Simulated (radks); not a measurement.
# Eu³⁺ in [Xe] 4f6: an all-electron calculation

One table from this session's results is given with a row withheld; the runs are named, their logs left out.

Program: radks (a radial shooting solver on a logarithmic mesh, Libxc functionals) version 1. Level of theory: non-relativistic Kohn-Sham, BLYP, spin-unpolarised, spherical densities, point nucleus. These are calculated values, not measurements, unless marked.

### The system

- element: europium (Z = 63)
- charge: +3
- electrons: 60
- configuration: [Xe] 4f6

Outer shells as boxes (Hund's rule):

Eu³⁺
```
[Xe] core
4f [↑ ][↑ ][↑ ][↑ ][↑ ][↑ ][  ]
```

Set-up of the first run:

The run's settings:

```text
Z 63
configuration [Xe] 4f6
relativity non-relativistic
functional b88,lyp
spin unpolarised
nucleus point
```

Run with:

```
$ python run_ks.py task.json out
```

The same process makes all the runs of this session.

One of the session's tables, all rows but one given; the rest of the session is left out.

It belongs to the step «Orbitals and density». Radial moments (bohr):

```
level      <r>  outermost maximum (interpolated)  90 % within  nodes
   1s  0.02408                            0.0160       0.0428      0
   2s   0.1026                            0.0875        0.157      1
   2p  0.08705                            0.0682        0.141      0
   3s   0.2655                             0.244        0.388      2
   3p   0.2553                             0.231        0.381      1
   3d        ?                                 ?            ?      ?
   4s   0.5993                             0.558        0.860      3
   4p   0.6139                             0.564        0.892      2
   4d   0.6511                             0.573        0.977      1
   5s    1.431                              1.29         2.05      4
   5p    1.591                              1.41         2.31      3
   4f   0.8405                             0.573         1.42      0
```

**Question.** Estimate the row for 3d.

As computed: <r>: 0.2269; outermost maximum (interpolated): 0.185; 90 % within: 0.353; nodes: 0. In the column «<r>» it lies between 2s (0.1026) and 3p (0.2553).

Limits of these values: Relativity is left out here, which matters for elements this heavy. Spin polarisation and multiplet splitting are left out.
